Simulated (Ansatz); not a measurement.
# As: energy and pressure over a range of volumes

An exercise on one series of results from a longer session: the logs are not shown, and one member is left open.

Program: Ansatz 0.2.0. Level of theory: DFT PBEsol, scalar-relativistic. These are calculated values, not measurements.

## Starting point

The structure is trigonal, space group R-3m (No. 166). The conventional cell has a = 3.755 Å, b = 3.755 Å, c = 11.113 Å, α = 90.00°, β = 90.00°, γ = 120.00°. Around As (site symmetry 3m) lie 3 As at 2.52 Å.

Structure file:

```cif
data_structure
_symmetry_space_group_name_H-M 'R-3m:H'
_symmetry_Int_Tables_number 166
_cell_length_a 3.7548
_cell_length_b 3.7548
_cell_length_c 11.1130
_cell_angle_alpha 90.000
_cell_angle_beta 90.000
_cell_angle_gamma 120.000
_cell_volume 135.69
loop_
_atom_site_label
_atom_site_type_symbol
_atom_site_symmetry_multiplicity
_atom_site_Wyckoff_symbol
_atom_site_fract_x
_atom_site_fract_y
_atom_site_fract_z
_atom_site_occupancy
As1 As 6 c 0.33333 0.66667 0.89110 1
```

The file gives the conventional cell by its symmetry; the runs use the cell typed in the input.

The cell is one relaxed in the Materials Project, used as it stands.

Atoms are numbered in the order of the input: As1, As2.

Set-up of the first run:

Contents of input.yaml:

```yaml
crystal:
  lattice:
    - [1.8455844133, 1.0655486578, 3.641537695]
    - [-1.8455844133, 1.0655486578, 3.641537695]
    - [0.0, -2.1310973156, 3.641537695]
  atoms:
    - { symbol: As, position: [0.22443359, 0.22443359, 0.22443359] }
    - { symbol: As, position: [0.77556641, 0.77556641, 0.77556641] }
kpoints:
  mp_grid: { grid: [12, 12, 12] }
scf:
  occupations: { method: fermi_dirac, width: 0.05 }
hamiltonian:
  xc: pbesol
  pseudopotentials: { kind: all_electron, lapw: { basis_error: 0.0005 } }
output:
  forces: true
  stress: true
  eigenvalues: true
```

Among the steps run: Volume × 0.95, LAPW; Volume × 0.95, PAW; Volume × 0.95, crystal datasets; Volume × 0.975, LAPW; Volume × 0.975, PAW; Volume × 1.025, LAPW; Volume × 1.025, PAW; Volume × 1.05, LAPW; Volume × 1.05, PAW; Volume × 1.05, crystal datasets.

One table of the session follows, with a row left open; its other results are not shown here.

```
          method  volume (Å³/atom)  largest force (eV/Å)
            LAPW            21.484                 0.571
            LAPW            22.049                 0.360
            LAPW            22.615                 0.168
            LAPW            23.180                 0.007
            LAPW            23.745                 0.167
             PAW            21.484                 0.573
             PAW            22.049                     ?
             PAW            22.615                 0.170
             PAW            23.180                 0.005
             PAW            23.745                 0.166
crystal datasets            21.484                 0.571
crystal datasets            22.615                 0.168
crystal datasets            23.745                 0.167
```

Q: Estimate the row for PAW, 22.049 from the others.

**Answer.** largest force (eV/Å): 0.362. In the column «largest force (eV/Å)» it lies between LAPW, 22.049 (0.360) and LAPW, 21.484 (0.571).

Limits of these values: Warnings in the runs' records: crystal datasets made.
